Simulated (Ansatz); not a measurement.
Geometry optimisation, DFT LDA, scalar-relativistic, plane waves, PAW in Ansatz.

input.yaml

```yaml
accuracy: low
crystal:
  lattice:
    - [5.048742, 0.0, 0.0]
    - [0.0, 5.048742, 0.0]
    - [0.0, 0.0, 16.835561]
  atoms:
    - { symbol: H, position: [0.4277868, 0.0, 0.0593981] }
    - { symbol: H, position: [0.0722132, 0.0, 0.0593981] }
    - { symbol: H, position: [0.9277868, 0.0, 0.0593981] }
    - { symbol: H, position: [0.5722132, 0.0, 0.0593981] }
    - { symbol: H, position: [0.4277868, 0.5, 0.0593981] }
    - { symbol: H, position: [0.0722132, 0.5, 0.0593981] }
    - { symbol: H, position: [0.9277868, 0.5, 0.0593981] }
    - { symbol: H, position: [0.5722132, 0.5, 0.0593981] }
    - { symbol: C, position: [0.25, 0.0, 0.097098] }
    - { symbol: C, position: [0.75, 0.0, 0.097098] }
    - { symbol: C, position: [0.25, 0.5, 0.097098] }
    - { symbol: C, position: [0.75, 0.5, 0.097098] }
    - { symbol: C, position: [0.25, 0.25, 0.1501108] }
    - { symbol: C, position: [0.75, 0.25, 0.1501108] }
    - { symbol: C, position: [0.25, 0.75, 0.1501108] }
    - { symbol: C, position: [0.75, 0.75, 0.1501108] }
    - { symbol: C, position: [0.0, 0.25, 0.2031236] }
    - { symbol: C, position: [0.5, 0.25, 0.2031236] }
    - { symbol: C, position: [0.0, 0.75, 0.2031236] }
    - { symbol: C, position: [0.5, 0.75, 0.2031236] }
    - { symbol: C, position: [0.0, 0.0, 0.2561364] }
    - { symbol: C, position: [0.5, 0.0, 0.2561364] }
    - { symbol: C, position: [0.0, 0.5, 0.2561364] }
    - { symbol: C, position: [0.5, 0.5, 0.2561364] }
    - { symbol: C, position: [0.25, 0.0969069, 0.3067733] }
    - { symbol: C, position: [0.75, 0.0969069, 0.3067733] }
    - { symbol: C, position: [0.25, 0.4030931, 0.28539] }
    - { symbol: C, position: [0.75, 0.4030931, 0.28539] }
    - { symbol: H, position: [0.25, 0.4791182, 0.3466211] }
    - { symbol: H, position: [0.75, 0.4791182, 0.3466211] }
    - { symbol: Ge, position: [-0.0057329, 0.2494931, 0.4511617] }
    - { symbol: H, position: [-0.035177, -0.0347581, 0.420899] }
    - { symbol: H, position: [0.2549428, 0.3659893, 0.420899] }
    - { symbol: H, position: [-0.2369957, 0.4169468, 0.420899] }
    - { symbol: H, position: [-0.0057329, 0.2494931, 0.5420408] }
basis:
  ecutwfc: 420.0
kpoints:
  mp_grid: { grid: [2, 2, 1] }
hamiltonian:
  xc: lda
  pseudopotentials: { kind: paw, azcp: { folder: soft_1 } }
scf:
  occupations: { method: fermi_dirac, width: 0.05 }
  lower_state_search: "off"
relax:
  f_tol: 0.08
  max_steps: 25
  adjacent_minimum: "off"
  constraints: [{ sites: [0, 1, 2, 3, 4, 5, 6, 7, 8, 9, 10, 11, 12, 13, 14, 15] }]
output:
  write_density: true
  write_potential: true
  elf: true
  volumetric_format: npy
```

Launched with:

```bash
$ ansatz run input.yaml --threads 1 --pin off --max-ram 3072MiB --backend cpu --events-out ev --progress --plain --runs-dir out
```

Problem. Where does it end, and by what steps?

Solution. The forces met the threshold. The threshold is loose, so the end isn't yet a minimum. The force dipped under the threshold on the way, but the program's further checks kept it going. Limits of this set-up: coarse k mesh, thin slab, slab without dipole correction, no dispersion correction for a molecule that may bind weakly, PAW files made for another functional, low accuracy level. After 22 steps the energy has fallen by 10.743 eV; H35 moved furthest, 3.22 Å. The start is strongly strained (largest force component 9 eV/Å), so its close contacts needn't be bonds. Parted: Ge31–H32. Joined: C25–Ge31, C26–H32.

```csv
step,energy less start (eV),largest force component (eV/Å),accepted
0,0.0000,9.426,yes
1,-4.6564,3.459,yes
2,-5.7078,0.592,yes
3,-5.9741,0.373,yes
4,-6.1209,0.332,yes
5,-6.2204,0.236,yes
6,-6.2895,0.287,yes
7,-6.3602,0.329,yes
8,-6.4622,0.374,yes
9,-6.6462,0.690,yes
10,-6.9578,1.392,yes
11,-7.4538,2.057,yes
12,-8.1362,2.244,yes
13,-8.8611,0.956,yes
14,-9.3916,0.651,yes
15,-9.8068,0.665,yes
16,-10.0995,0.586,yes
17,-10.2992,0.723,yes
18,-10.4822,0.272,yes
19,-10.6038,0.162,yes
20,-10.6848,0.108,yes
21,-10.7335,0.058,yes
22,-10.7430,0.042,yes
```

```xyz
35
Lattice="5.0487 0.0000 0.0000 0.0000 5.0487 0.0000 0.0000 0.0000 16.8356" Properties=species:S:1:pos:R:3
H 2.160 0.000 1.000
H 0.365 0.000 1.000
H 4.684 0.000 1.000
H 2.889 0.000 1.000
H 2.160 2.524 1.000
H 0.365 2.524 1.000
H 4.684 2.524 1.000
H 2.889 2.524 1.000
C 1.262 0.000 1.635
C 3.787 0.000 1.635
C 1.262 2.524 1.635
C 3.787 2.524 1.635
C 1.262 1.262 2.527
C 3.787 1.262 2.527
C 1.262 3.787 2.527
C 3.787 3.787 2.527
C 0.002 1.262 3.337
C 2.523 1.261 3.337
C 0.001 3.787 3.475
C 2.524 3.786 3.475
C 0.001 0.089 4.304
C 2.523 0.087 4.307
C 0.000 2.439 4.296
C 2.527 2.438 4.294
C 1.261 0.460 5.123
C 3.787 0.451 5.089
C 1.265 2.085 5.083
C 3.787 2.070 5.099
H 1.265 2.534 6.092
H 3.787 2.486 6.123
Ge 1.203 0.084 7.054
H -1.266 0.027 6.107
H 2.522 0.534 7.700
H 0.107 0.983 7.652
H 0.923 -1.359 7.504
```

The run took 3.1 min on 1 thread of Arm Neoverse V1, with other jobs on the host, peak memory 0.61 GiB.
